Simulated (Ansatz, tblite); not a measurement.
# The cluster Ag₆Sb+: rung by rung

An exercise on one series of results from a longer session: the logs are not shown, and one member is left open.

Computed with Ansatz 0.2.0, Gaussian basis. Level: as each input shows.

The runs, in order: GFN1-xTB, GFN2-xTB, PBE-D4/def2-TZVP, r2SCAN-D4/def2-TZVP, LDA/def2-TZVP, ωB97X-V/def2-TZVP, HF/def2-TZVP, PBE-D4/def2-SVP, PBE0-D4/def2-SVP, MP2/def2-TZVP, RPA/def2-TZVP.

6 further runs of the same task are left out: 6 set aside as unsound or not needed. Runs told in other sessions of the task aren't counted.

**The structure**

The singlet was relaxed beforehand with r2SCAN-D4/def2-SVP. At that level it is the lowest of the isomers that a small search found.

7 atoms, charge 1, spin multiplicity 1.

Bond lengths: Sb1–Ag2 2.708 Å, Sb1–Ag3 2.708 Å, Sb1–Ag5 2.803 Å, Sb1–Ag7 2.803 Å, Ag2–Ag3 2.904 Å, Ag2–Ag4 2.911 Å, Ag2–Ag5 2.872 Å, Ag3–Ag4 2.910 Å, Ag3–Ag7 2.873 Å, Ag4–Ag5 2.793 Å, Ag4–Ag6 2.655 Å, Ag4–Ag7 2.793 Å, Ag5–Ag6 2.865 Å, Ag5–Ag7 2.728 Å, Ag6–Ag7 2.866 Å. Angles: Ag2–Sb1–Ag3 64.9°, Ag2–Sb1–Ag5 62.8°, Ag2–Sb1–Ag7 93.7°, Ag3–Sb1–Ag5 93.7°, Ag3–Sb1–Ag7 62.8°, Ag5–Sb1–Ag7 58.2°, Sb1–Ag2–Ag3 57.6°, Sb1–Ag2–Ag4 88.0°, Sb1–Ag2–Ag5 60.2°, Ag3–Ag2–Ag4 60.0°, Ag3–Ag2–Ag5 88.2°, Ag4–Ag2–Ag5 57.7°, Sb1–Ag3–Ag2 57.6°, Sb1–Ag3–Ag4 88.0°, Sb1–Ag3–Ag7 60.2°, Ag2–Ag3–Ag4 60.1°, Ag2–Ag3–Ag7 88.2°, Ag4–Ag3–Ag7 57.7° and more.

Ag, Sb take a core potential in the def2 sets. No spin-orbit coupling is included. The ion is computed in the gas phase, without counter-ions or solvent.

PBE0-D4/def2-TZVP was run before; its log isn't repeated, and its numbers join the tables.

Set-up of the first run:

Tight binding, by tblite at 300 K electronic temperature and without a spin-polarisation term:

```python
tblite.interface.Calculator('GFN1-xTB', numbers, positions, charge=1, uhf=0).singlepoint()
```

Tight binding, by tblite at 300 K electronic temperature and without a spin-polarisation term:

```python
tblite.interface.Calculator('GFN2-xTB', numbers, positions, charge=1, uhf=0).singlepoint()
```

start.molden holds the orbitals of an earlier run on this state, given as this run's starting guess.

Input file in.yaml:

```yaml
crystal:
  periodic: [false, false, false]
  atoms:
    - {symbol: Sb, position_ang: [-0.621575, -0.562756, 2.107316]}
    - {symbol: Ag, position_ang: [-2.259223, -0.639816, -0.047916]}
    - {symbol: Ag, position_ang: [0.083927, -2.339500, 0.189527]}
    - {symbol: Ag, position_ang: [0.075722, -0.136675, -1.711594]}
    - {symbol: Ag, position_ang: [-0.546069, 1.628940, 0.360805]}
    - {symbol: Ag, position_ang: [1.611798, 2.016649, -1.483094]}
    - {symbol: Ag, position_ang: [1.655410, 0.033158, 0.584946]}
basis:
  gaussian: {orbitals: def2-TZVP, initial_orbitals: start.molden}
total_charge: 1
hamiltonian: {xc: pbe, dispersion: d4}
scf: {omitted_lower_state_checks: [starts]}
output: {forces: true, orbitals: {seedname: orbitals}}
```

The run is started by

```
$ ansatz run in.yaml --threads 4 --pin off --events-out ev --progress --plain --max-ram 4787MiB
```

Steps of the session up to this table: PBE-D4/def2-TZVP; r2SCAN-D4/def2-TZVP; LDA/def2-TZVP; ωB97X-V/def2-TZVP; HF/def2-TZVP; PBE-D4/def2-SVP; PBE0-D4/def2-SVP; MP2/def2-TZVP; RPA/def2-TZVP.

One table of the session follows, with a row left open; its other results are not shown here.

| level | HOMO (eV) | LUMO (eV) | gap (eV) |
| --- | --- | --- | --- |
| HF/def2-TZVP | -9.72 | -4.05 | 5.66 |
| LDA/def2-TZVP | -8.89 | -8.03 | 0.86 |
| PBE-D4/def2-SVP | -8.53 | -7.66 | 0.87 |
| PBE-D4/def2-TZVP | -8.54 | -7.66 | 0.88 |
| r2SCAN-D4/def2-TZVP | ? | ? | ? |
| PBE0-D4/def2-SVP | -9.02 | -6.91 | 2.10 |
| PBE0-D4/def2-TZVP | -9.01 | -6.90 | 2.11 |
| ωB97X-V/def2-TZVP | -10.56 | -5.12 | 5.43 |

**Question.** Estimate the row for r2SCAN-D4/def2-TZVP.

**Answer.** HOMO (eV): -8.53; LUMO (eV): -7.52; gap (eV): 1.01.
